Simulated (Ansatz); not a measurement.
# SiHSe (sextet): from Hartree-Fock to the top rungs, cc-pVDZ

Aim: climb from Hartree-Fock through coupled cluster and multireference methods for SiHSe (sextet) at one geometry and basis, and see what each rung misses.

The runs use Ansatz 0.2.0, Gaussian basis; cc-pVDZ, core rule «outside noble gas», up to 19 orbitals frozen.

Plan: UHF; CCSD(T) on ROHF; CCSD(T) on UHF; BCCD(T) on ROHF; CISD; CCSDT(Q) on ROHF; CCSDT(Q) on UHF; CASSCF and MRCISD+Q, 11 electrons in 9 orbitals; CASSCF and NEVPT2, 11 electrons in 9 orbitals.

28 further runs of the same task are left out: 14 that didn't finish, 14 set aside as unsound or not needed.

**1. The system**

The geometry is a PBE0/def2-TZVP stationary point (not a proven minimum) of the parent state, kept for this charge and spin. No spin-orbit coupling is included. The filled d shell of Se may be among the frozen orbitals whatever the setting's name suggests; the logs give the count.

3 atoms, charge 0, spin multiplicity 6.

Atoms are counted from 1 here; the program's logs count them from 0.

Bond lengths: Si1–Se2 2.313 Å, Si1–H3 1.497 Å. Angles: Se2–Si1–H3 117.0°.

As a file:

```xyz
3
HSeSi
Si    0.0000   -0.1022    1.6811
Se    0.0000    0.0211   -0.6290
H     0.0000    1.1938    2.4308
```

**2. UHF**

File in.yaml:

```yaml
crystal:
  periodic: [false, false, false]
  atoms:
    - {symbol: Si, position_ang: [0.000000, -0.102205, 1.681089]}
    - {symbol: Se, position_ang: [0.000000, 0.021114, -0.628981]}
    - {symbol: H, position_ang: [0.000000, 1.193815, 2.430780]}
basis:
  gaussian: {orbitals: cc-pVDZ}
magnetization: {spin_polarized: true, initial_magnetization: 5}
hamiltonian: {xc: hf}
output: {orbitals: {seedname: orbitals}}
```

The run is started by

```
ansatz run in.yaml --threads 1 --pin off --events-out ev --progress --plain --max-ram 2393MiB
```

The runs that follow: CCSD(T) on ROHF; CCSD(T) on UHF; BCCD(T) on ROHF; CISD; CCSDT(Q) on ROHF; CCSDT(Q) on UHF; CASSCF and MRCISD+Q, 11 electrons in 9 orbitals; CASSCF and NEVPT2, 11 electrons in 9 orbitals.

**Question.** What will the summary of the whole plan be? Wanted: UCCSDT(Q) below the RHF energy; RMP2 from UCCSDT(Q); UMP2 from UCCSDT(Q); RCCSD from UCCSDT(Q); RCCSD(T) from UCCSDT(Q); UCCSD(T) from UCCSDT(Q); RCCSDT(Q) from UCCSDT(Q); NEVPT2 valence from UCCSDT(Q); MRCISD+Q valence from UCCSDT(Q).

**Answer**, as computed:

| quantity | value |
| --- | --- |
| UCCSDT(Q) below the RHF energy | -4.8876 eV |
| RMP2 from UCCSDT(Q) | +22.52 kcal/mol |
| UMP2 from UCCSDT(Q) | +23.09 kcal/mol |
| RCCSD from UCCSDT(Q) | +3.38 kcal/mol |
| RCCSD(T) from UCCSDT(Q) | +0.95 kcal/mol |
| UCCSD(T) from UCCSDT(Q) | +0.71 kcal/mol |
| RCCSDT(Q) from UCCSDT(Q) | +0.24 kcal/mol |
| NEVPT2 valence from UCCSDT(Q) | +25.32 kcal/mol |
| MRCISD+Q valence from UCCSDT(Q) | +0.96 kcal/mol |
| levels within 1 kcal/mol (43 meV) | RCCSD(T), UCCSD(T), BCCD(T), RCCSDT, UCCSDT, RCCSDT(Q), MRCISD+Q valence |
| T1 diagnostic | 0.021 |
| effectively unpaired electrons | 5.01 |

RCCSD(T) misses by +0.95 kcal/mol, 0.8 % of the correlation energy. One determinant dominates. Of the multireference levels listed MRCISD+Q valence comes nearest in total energy (+0.96 kcal/mol), which doesn't show that its space is the better one. These misses are within one basis, not against nature; the frozen cores of restricted and unrestricted runs differ, which can shift their rows.
